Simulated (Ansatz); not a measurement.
# Mg5ScI2: the cost of one run

Program: Ansatz 0.2.0. Level of theory: DFT PBE, scalar-relativistic, plane waves, PAW. These are calculated values, not measurements.

## 1. The structure to begin with

Symmetry: P4/mmm, No. 123, tetragonal system. The conventional cell has a = 4.365 Å, b = 4.365 Å, c = 10.992 Å, α = 90.00°, β = 90.00°, γ = 90.00°. Around Mg (site symmetry 2mm) lie 6 Mg at 3.09 to 3.55 Å and 2 Sc at 3.47 Å and 4 I at 3.47 to 3.55 Å. Around Mg (site symmetry 4/mmm) lie 4 I at 3.09 Å and 8 Mg at 3.55 Å. Around Sc (site symmetry 4/mmm) lie 4 I at 3.09 Å and 8 Mg at 3.47 Å. I (site symmetry 4/mmm) is surrounded by 12 Mg at 3.09 to 3.55 Å. Around I (site symmetry 4/mmm) lie 4 Sc at 3.09 Å and 8 Mg at 3.47 Å.

As a file:

```
CELL_PARAMETERS angstrom
4.36533 0.00000 0.00000
0.00000 4.36533 0.00000
0.00000 0.00000 10.99179
ATOMIC_POSITIONS crystal
Mg 0.00000 0.50000 0.25423
Mg 0.50000 0.00000 0.74577
Mg 0.50000 0.00000 0.25423
Mg 0.00000 0.50000 0.74577
Mg 0.50000 0.50000 0.00000
Sc 0.00000 0.00000 0.50000
I 0.00000 0.00000 0.00000
I 0.50000 0.50000 0.50000
```

It is the end of an earlier relaxation with the same method, from a database cell with other species swapped in; it needn't be the stable form of this composition. At a tolerance of 0.05 Å it has space group P4/mmm (No. 123); it has 26.18 Å³/atom, an uncorrected energy of -0.02 eV/atom over the elements.

## 2. Static run: bands, density of states and charges

File input.yaml:

```yaml
crystal:
  lattice:
    - [4.3653277251, 0.0, 0.0]
    - [0.0, 4.3653277251, 0.0]
    - [0.0, 0.0, 10.9917920543]
  atoms:
    - { symbol: Mg, position: [0.0, 0.5, 0.2542345093] }
    - { symbol: Mg, position: [0.5, 0.0, 0.7457654907] }
    - { symbol: Mg, position: [0.5, 0.0, 0.2542345093] }
    - { symbol: Mg, position: [0.0, 0.5, 0.7457654907] }
    - { symbol: Mg, position: [0.5, 0.5, 0.0] }
    - { symbol: Sc, position: [0.0, 0.0, 0.5] }
    - { symbol: I, position: [0.0, 0.0, 0.0] }
    - { symbol: I, position: [0.5, 0.5, 0.5] }
basis:
  ecutwfc: 420
kpoints:
  mp_grid: { grid: [10, 10, 4] }
  band_path:
    path:
      - [[0.0, 0.0, 0.0], [0.0, 0.5, 0.0], [0.5, 0.5, 0.0], [0.0, 0.0, 0.0], [0.0, 0.0, 0.5], [0.0, 0.5, 0.5], [0.5, 0.5, 0.5], [0.0, 0.0, 0.5]]
      - [[0.0, 0.5, 0.0], [0.0, 0.5, 0.5]]
      - [[0.5, 0.5, 0.0], [0.5, 0.5, 0.5]]
    npoints: 14
hamiltonian:
  xc: pbe
scf:
  occupations: { method: gaussian, width: 0.1 }
  n_extra_bands: 20
output:
  forces: true
  stress: true
  eigenvalues: true
  populations: true
  dos: { projected: true, de: 0.02, nscf_kmesh: { grid: [12, 12, 5] } }
  bader: true
  write_density: true
  write_potential: true
  elf: true
  volumetric_format: npy
```

Started as:

```console
$ ansatz run input.yaml --threads 1 --pin off --max-ram 2560MiB --backend cpu --events-out ev --progress --plain --runs-dir out
```

What time and memory should one allow on 1 thread of Intel Xeon at 2.50GHz (Skylake/Cascade Lake), shared host?

About 6.8 min, with a peak of 1.3 GiB.
